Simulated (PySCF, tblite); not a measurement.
# C3H10OSi2: geometry, infrared bands and NMR shifts

Wanted: the infrared bands and NMR shifts of C3H10OSi2 (`C=C[Si@@H]([SiH3])OC`), by calculation.

The runs use tblite 0.8.0 and PySCF 2.14.0, with density-fitted response routines of our own; the level of theory stands in each step. All values are computed, except where a source is named. Atoms are numbered from 0 throughout.

**1. The molecule as given**

16 atoms, charge 0, multiplicity 1; geometry from: force field or distance geometry start.

Bonds of the start (Å): C0–C1 1.36, C1–Si2 1.85, Si2–Si3 2.26, Si2–O4 1.71, O4–C5 1.39, C0–H6 1.07, C0–H7 1.10, C1–H8 1.07, Si2–H9 1.47, Si3–H10 1.45, Si3–H11 1.49, Si3–H12 1.48, C5–H13 1.12, C5–H14 1.09, C5–H15 1.12.

**2. Relaxing the molecule with GFN2-xTB**

The job: settings as JSON, then the geometry in Å.

```
{"job": {"kind": "relax", "xc": "GFN2-xTB", "basis": "xTB"}, "charge": 0, "multiplicity": 1}
C      2.778300    -0.019000    -0.349900
C      1.591400    -0.288500    -0.962200
Si     0.146400    -0.417900     0.181300
Si    -0.334800     1.673400     0.889300
O     -1.207900    -1.170400    -0.540200
C     -2.334300    -1.178400     0.272500
H      3.690600     0.084300    -0.890000
H      2.824500     0.126300     0.744500
H      1.527400    -0.436500    -2.024800
H      0.565900    -1.261600     1.310900
H     -1.166600     2.358400    -0.075000
H     -1.059900     1.593900     2.184000
H      0.918600     2.437400     1.097800
H     -2.555400    -0.115900     0.552600
H     -3.178900    -1.539500    -0.307100
H     -2.213000    -1.837000     1.172600
```

Launch:

```
> OMP_NUM_THREADS=1 python probes_run.py task.json out
```

This one command runs all jobs of the session in turn.

The log of the run:

```text
step      E/eV     max force
  0    -517.46811    2.316
  1    -517.59393    1.765
  2    -517.64683    0.449
  3    -517.66837    0.410
  4    -517.69475    0.294
  5    -517.70751    0.278
  6    -517.72332    0.290
  7    -517.73454    0.264
  8    -517.74788    0.324
  9    -517.75928    0.311
 10    -517.76839    0.236
 11    -517.77450    0.197
 12    -517.77987    0.234
 13    -517.78662    0.280
 14    -517.79519    0.269
 15    -517.80430    0.262
 16    -517.81282    0.246
 17    -517.82103    0.233
 18    -517.82914    0.245
 19    -517.83720    0.219
 20    -517.84504    0.259
 21    -517.85248    0.201
 22    -517.86007    0.244
 23    -517.86867    0.273
 24    -517.87832    0.241
 25    -517.88666    0.212
 26    -517.89123    0.117
 27    -517.89341    0.088
 28    -517.89518    0.112
 29    -517.89723    0.110
 30    -517.89933    0.138
 31    -517.90116    0.130
 32    -517.90270    0.083
 33    -517.90421    0.083
 34    -517.90558    0.076
 35    -517.90689    0.075
 36    -517.90778    0.067
 37    -517.90844    0.062
 38    -517.90904    0.060
 39    -517.90967    0.066
 40    -517.91024    0.059
 41    -517.91066    0.045
 42    -517.91096    0.043
 43    -517.91120    0.038
 44    -517.91144    0.036
 45    -517.91166    0.036
 46    -517.91180    0.031
 47    -517.91190    0.024
 48    -517.91201    0.029
 49    -517.91218    0.042
 50    -517.91242    0.046
 51    -517.91263    0.031
 52    -517.91275    0.020
 53    -517.91280    0.019
 54    -517.91286    0.024
 55    -517.91293    0.022
 56    -517.91300    0.020
 57    -517.91305    0.021
 58    -517.91309    0.017
 59    -517.91313    0.015
 60    -517.91317    0.013
 61    -517.91320    0.012
 62    -517.91323    0.015
 63    -517.91328    0.018
 64    -517.91334    0.023
 65    -517.91343    0.022
 66    -517.91353    0.026
 67    -517.91363    0.031
 68    -517.91374    0.032
 69    -517.91387    0.031
 70    -517.91397    0.021
 71    -517.91402    0.014
 72    -517.91405    0.016
 73    -517.91408    0.021
 74    -517.91413    0.021
 75    -517.91418    0.018
 76    -517.91424    0.020
 77    -517.91432    0.030
 78    -517.91442    0.033
 79    -517.91450    0.023
 80    -517.91455    0.019
 81    -517.91459    0.016
 82    -517.91463    0.021
 83    -517.91467    0.020
 84    -517.91470    0.014
 85    -517.91473    0.012
 86    -517.91475    0.016
 87    -517.91478    0.019
 88    -517.91485    0.021
 89    -517.91491    0.020
 90    -517.91495    0.020
 91    -517.91498    0.017
 92    -517.91502    0.021
 93    -517.91509    0.026
 94    -517.91517    0.029
 95    -517.91525    0.025
 96    -517.91531    0.022
 97    -517.91537    0.022
 98    -517.91545    0.022
 99    -517.91555    0.022
100    -517.91568    0.029
101    -517.91579    0.042
102    -517.91586    0.044
103    -517.91602    0.035
104    -517.91620    0.035
105    -517.91631    0.030
106    -517.91638    0.032
107    -517.91642    0.015
108    -517.91643    0.014
109    -517.91644    0.005
```

Wall time 1.1 s (1 thread of Arm Neoverse N1, shared host).

Along the way: (not every step is listed)

| step | energy from step 0 (eV) | largest force (eV/Å) |
| --- | --- | --- |
| 0 | 0.0000 | 2.3164 |
| 1 | -0.1258 | 1.7649 |
| 2 | -0.1787 | 0.4486 |
| 3 | -0.2003 | 0.4104 |
| 4 | -0.2266 | 0.2942 |
| 5 | -0.2394 | 0.2782 |
| 6 | -0.2552 | 0.2896 |
| 7 | -0.2664 | 0.2645 |
| 8 | -0.2798 | 0.3245 |
| 17 | -0.3529 | 0.2335 |
| 26 | -0.4231 | 0.1166 |
| 35 | -0.4388 | 0.0755 |
| 44 | -0.4433 | 0.0364 |
| 53 | -0.4447 | 0.0187 |
| 62 | -0.4451 | 0.0151 |
| 71 | -0.4459 | 0.0137 |
| 80 | -0.4464 | 0.0191 |
| 89 | -0.4468 | 0.0195 |
| 98 | -0.4473 | 0.0219 |
| 104 | -0.4481 | 0.0346 |
| 105 | -0.4482 | 0.0298 |
| 106 | -0.4483 | 0.0315 |
| 107 | -0.4483 | 0.0148 |
| 108 | -0.4483 | 0.0142 |
| 109 | -0.4483 | 0.0055 |

Close pairs (by a distance rule), those that changed most:

| bond | before (Å) | after (Å) | change (Å) |
| --- | --- | --- | --- |
| Si2–O4 | 1.709 | 1.634 | -0.075 |
| Si2–Si3 | 2.260 | 2.313 | +0.053 |
| C0–C1 | 1.362 | 1.322 | -0.040 |
| C1–Si2 | 1.847 | 1.880 | +0.032 |
| C5–H15 | 1.122 | 1.093 | -0.029 |
| C5–H13 | 1.121 | 1.094 | -0.027 |
| C0–H7 | 1.105 | 1.079 | -0.026 |
| Si3–H10 | 1.446 | 1.470 | +0.024 |

The final coordinates are the input of the step that follows.

**3. Vibrational analysis with GFN2-xTB**

The job: settings as JSON, then the geometry in Å.

```
{"job": {"kind": "ir", "xc": "GFN2-xTB", "basis": "xTB"}, "charge": 0, "multiplicity": 1}
C      2.798778    -0.010597    -0.593222
C      1.589379    -0.512664    -0.775418
Si     0.209151    -0.374911     0.492880
Si    -0.327522     1.783669     1.126924
O     -1.010746    -1.074591    -0.338758
C     -2.336458    -1.200968     0.058016
H      3.585160    -0.094008    -1.328156
H      3.062136     0.510444     0.313885
H      1.374272    -1.024836    -1.705049
H      0.534763    -1.224230     1.660961
H     -1.180630     2.487300     0.158503
H     -1.078487     1.836975     2.390538
H      0.857787     2.622846     1.319637
H     -2.747713    -0.234639     0.365401
H     -2.911473    -1.583545    -0.786280
H     -2.425994    -1.897298     0.896209
```

The log of the run:

```text
mode    cm-1     km/mol
  1      38.0      0.02
  2      49.0      0.16
  3      83.1      2.21
  4      97.7      0.36
  5     109.6      0.05
  6     124.5      1.86
  7     195.4     15.27
  8     276.7     12.71
  9     321.8      1.18
 10     428.4     23.32
 11     434.2     24.71
 12     451.0     28.81
 13     496.1      5.98
 14     655.9    305.51
 15     689.5    213.50
 16     736.5    160.47
 17     760.2    154.26
 18     802.9    288.34
 19     806.5    147.32
 20     826.7    166.11
 21     914.7     12.64
 22    1005.2      7.72
 23    1027.6     15.81
 24    1135.3     97.59
 25    1138.3     24.60
 26    1156.9    106.94
 27    1257.6      4.15
 28    1421.9      0.16
 29    1426.1      0.73
 30    1485.8      3.92
 31    1492.7      1.71
 32    1675.1      8.79
 33    2081.4    286.67
 34    2191.1    424.41
 35    2203.1    248.22
 36    2242.2    289.56
 37    2931.7     47.17
 38    2950.7     43.33
 39    2990.0     30.23
 40    3036.3     26.95
 41    3072.7     39.17
 42    3093.1     64.79
```

It took 0.86 s on 1 thread of Arm Neoverse N1, shared host.

The strongest bands and the atoms that carry them (share of the mass-weighted mode):

| cm⁻¹ | km/mol | atoms |
| --- | --- | --- |
| 656 | 305.5 | H9 76 %, C1 12 % |
| 690 | 213.5 | H9 83 % |
| 803 | 288.3 | H12 31 %, H10 30 %, H11 20 % |
| 827 | 166.1 | H10 47 %, H11 43 % |
| 2081 | 286.7 | H9 96 % |
| 2191 | 424.4 | H11 85 %, H10 11 % |
| 2203 | 248.2 | H10 86 %, H11 11 % |
| 2242 | 289.6 | H12 97 % |

**4. Shielding tensors: PBE0/pcSseg-1**

Same as in step 3 but for these lines:

```diff
@@ -1,2 +1,2 @@
-{"job": {"kind": "ir", "xc": "GFN2-xTB", "basis": "xTB"}, "charge": 0, "multiplicity": 1}
+{"job": {"kind": "nmr", "xc": "PBE0", "basis": "pcSseg-1"}, "charge": 0, "multiplicity": 1}
 C      2.798778    -0.010597    -0.593222
```

With the program's defaults for keys left out, this is: GIAO PBE0/pcSseg-1 NMR shielding, non-relativistic, gas phase.

The log of the run:

```text
coarse grid: 13792 points
cycle   1  E = -773.8765390357  dE =  4.373e-01  |g| = 6.907e-01  |ddm| = 3.472e+00
cycle   2  E = -773.7291263905  dE =  1.474e-01  |g| = 1.112e+00  |ddm| = 1.780e+00
cycle   3  E = -773.9675737929  dE = -2.384e-01  |g| = 1.056e-01  |ddm| = 1.315e+00
cycle   4  E = -773.9696359909  dE = -2.062e-03  |g| = 4.036e-02  |ddm| = 1.245e-01
cycle   5  E = -773.9700519352  dE = -4.159e-04  |g| = 8.602e-03  |ddm| = 3.943e-02
cycle   6  E = -773.9700649163  dE = -1.298e-05  |g| = 4.940e-03  |ddm| = 9.964e-03
cycle   7  E = -773.9700712419  dE = -6.326e-06  |g| = 4.044e-04  |ddm| = 4.071e-03
final grid: 122408 points
cycle   8  E = -774.0148297386  dE = -1.827e-05  |g| = 9.595e-03  |ddm| = 1.955e-02
cycle   9  E = -774.0148152301  dE =  1.451e-05  |g| = 1.319e-02  |ddm| = 1.532e-02
cycle  10  E = -774.0148477438  dE = -3.251e-05  |g| = 1.431e-03  |ddm| = 9.909e-03
cycle  11  E = -774.0148481791  dE = -4.353e-07  |g| = 1.363e-04  |ddm| = 1.471e-03
cycle  12  E = -774.0148481826  dE = -3.498e-09  |g| = 4.546e-05  |ddm| = 1.546e-04
cycle  13  E = -774.0148481829  dE = -3.115e-10  |g| = 2.573e-05  |ddm| = 5.087e-05
converged SCF energy = -774.0148481829

GIAO shielding tensors (ppm)
atom      isotropic    diamagn.    paramagn.     s11        s22        s33       span
  0 C       44.681     254.382    -209.702    -84.496     47.664    170.874    255.370
  1 C       39.921     261.725    -221.804    -77.537     40.936    156.364    233.901
  2 Si     359.930     881.916    -521.985    289.439    340.443    449.910    160.471
  3 Si     474.144     881.866    -407.722    465.369    473.367    483.696     18.327
  4 O      337.291     399.909     -62.618    276.453    358.394    377.026    100.573
  5 C      132.868     242.817    -109.949    106.810    107.822    183.972     77.162
  6 H       25.247      28.724      -3.476     21.991     24.832     28.920      6.929
  7 H       25.816      32.039      -6.223     21.808     25.320     30.320      8.512
  8 H       25.077      32.444      -7.368     22.275     24.779     28.176      5.900
  9 H       26.025      30.454      -4.429     23.265     24.494     30.316      7.051
 10 H       28.203      30.350      -2.148     25.064     26.186     33.358      8.294
 11 H       28.220      29.807      -1.587     25.080     26.034     33.546      8.466
 12 H       28.563      30.256      -1.692     25.272     26.656     33.762      8.490
 13 H       28.199      29.613      -1.414     23.707     27.299     33.593      9.886
 14 H       27.690      28.043      -0.353     23.330     25.495     34.245     10.915
 15 H       28.026      28.262      -0.237     24.310     25.396     34.371     10.061
```

It took 46 s on 1 thread of Arm Neoverse N1, shared host; peak memory 0.75 GiB.

Shifts follow as δ = σ(reference) − σ, with reference shieldings (ppm) from runs at the same level and on the same kind of geometry: 1H TMS 31.72, 13C TMS 186.9, 29Si TMS 349.2, 17O H2O 336.1. The references are single molecules in the gas phase, so shifts against H2O, NH3, PH3, H3PO4 or CFCl3 are not on the usual liquid scales and can be off by tens of ppm. Atoms listed in one row are averaged.

| atoms | environment | σ (ppm) | δ (ppm) | δ scaled to CDCl3 |
| --- | --- | --- | --- | --- |
| C1 | alkene CH | 39.9 | 147.0 | 141.6 |
| C0 | terminal =CH2 carbon | 44.7 | 142.2 | 136.9 |
| C5 | methyl carbon bonded to O | 132.9 | 54.1 | 50.8 |
| H8 | hydrogen on an alkene CH | 25.08 | 6.64 | 6.37 |
| H6 | hydrogen on a terminal =CH2 carbon | 25.25 | 6.47 | 6.20 |
| H7 | hydrogen on a terminal =CH2 carbon | 25.82 | 5.90 | 5.67 |
| H9 | hydrogen on a silicon bonded to C, O, Si | 26.02 | 5.69 | – |
| H13, H14, H15 | hydrogen on a methyl carbon bonded to O | 27.97 | 3.75 | 3.64 |
| H10, H11, H12 | hydrogen on a silicon bonded to Si | 28.33 | 3.39 | – |
| Si2 | silicon bonded to C, O, Si, H | 359.9 | -10.8 | – |
| Si3 | silicon bonded to Si, 3 H | 474.1 | -125.0 | – |
| O4 | oxygen bonded to C, Si | 337.3 | -1.2 | – |

The scaled column applies a straight-line fit of computed shieldings to shifts measured in CDCl3 (root-mean-square error 0.16 ppm for H, 1.9 ppm for C).

The run also stored atomic charges by several schemes (e):

| atoms | Mulliken | IAO | Hirshfeld | ESP fit |
| --- | --- | --- | --- | --- |
| C0 | -0.16 | -0.28 | -0.09 | -0.35 |
| C1 | -0.47 | -0.42 | -0.14 | -0.28 |
| Si2 | 0.74 | 0.88 | 0.33 | 0.55 |
| Si3 | 0.10 | 0.22 | 0.20 | 0.10 |
| O4 | -0.63 | -0.63 | -0.23 | -0.38 |
| C5 | -0.01 | -0.19 | -0.03 | -0.15 |

Mayer bond orders: C0–C1 1.98, C1–Si2 0.88, Si2–Si3 0.88, Si2–O4 0.96, O4–C5 0.91.

The fields below are evaluated on a grid from the run's orbitals.

Frontier orbitals at PBE0/pcSseg-1, with the share of their density that lies nearest to each atom:

| orbital | energy (eV) | lies on |
| --- | --- | --- |
| HOMO | -7.54 | O4 18 %; Si3 15 %; C0, C1 about 12 % each |
| LUMO | -0.43 | C0, C1 about 24 % each; Si2 10 %; H6, H7, H8 about 7 % each |

ELF in a plane through or near 8 of the atoms.

Ten even steps from ' ' (0.00) to '@' (1.00):
```
                                                        
                                                        
                    --==..                              
                ..%%@@@@%%--..::==::..                  
                ++@@@@@@@@**::++##++::                  
                --@@@@@@@@::  ::**++::                  
                  ==@@@@++++++------                    
                      --++......::..                    
          ..++**--    ..%%@@@@%%::  ..%%@@##..          
          ..++%%**::..--==--====    %%@@@@@@--          
        --++**::==##**%%**  ..**++::##@@@@++            
      **@@@@@@..++##--==%%::++##==%%::====::            
      **@@@@@@++++**--**==  ==%%++##==**%%**::          
      ..**%%**....++@@@@::  --####::..##@@##--          
                  --##%%::    --::    --**==            
                    ::::                ..              
                                                        
                                                        
                                                        
                                                        
```
The map spans 12.6 Å across and 10.7 Å up, centred on the molecule. Atoms in the plane (x, y in Å): C0 (-2.8, -0.6), C1 (-1.6, -1.0), Si3 (0.2, 2.0), O4 (1.1, -1.1), C5 (2.5, -0.9), H6 (-3.7, -1.1), H12 (-1.1, 2.8), H13 (2.7, 0.1).

On the surface of density 0.002 e/bohr³ the electrostatic potential runs, from the 1st to the 99th percentile, from -1.15 V near O4 to 1.23 V near H7.

**5. Results**

| quantity | value |
| --- | --- |
| strongest single infrared mode (GFN2-xTB) | 2191 cm⁻¹, 424 km/mol |
| zero-point energy (GFN2-xTB) | 71.9 kcal/mol |
| 13C shifts against TMS (PBE0/pcSseg-1) | 147.0, 142.2, 54.1 ppm |
| 1H shifts against TMS (PBE0/pcSseg-1, means over atoms taken as alike) | 6.64, 6.47, 5.90, 5.69, 3.75, 3.39 ppm |
| 29Si shifts against TMS (PBE0/pcSseg-1) | -10.8, -125.0 ppm |
| 17O shifts against H2O (PBE0/pcSseg-1) | -1.2 ppm |
| surface potential, 1st and 99th percentile | -1.15 V and 1.23 V |

In words: The optimisation took 109 steps and gained 0.448 eV; among the close pairs (by a distance rule), Si2–O4 changed most, from 1.709 to 1.634 Å. All 42 modes are real, so the xTB geometry is a minimum. The strongest single mode, at 2191 cm⁻¹, moves mainly H11. Unscaled tight-binding wavenumbers are off by several per cent, some by more. Its intensities can rank the bands wrongly. C1 (alkene CH) lies farthest downfield among carbon, at 147.0 ppm; an sp2 carbon of a C=C bond. H8 (hydrogen on an alkene CH) lies farthest downfield among hydrogen, at 6.64 ppm; attached to an sp2 carbon and in the plane of the double bond. At PBE0/pcSseg-1: The widest tensor belongs to C0: span 255 ppm, with a paramagnetic part of -210 ppm. At PBE0/pcSseg-1, counted by nearest atom on the grid, the HOMO lies on O4 18 %; Si3 15 %, the LUMO on C0, C1 about 24 % each; Si2 10 %.
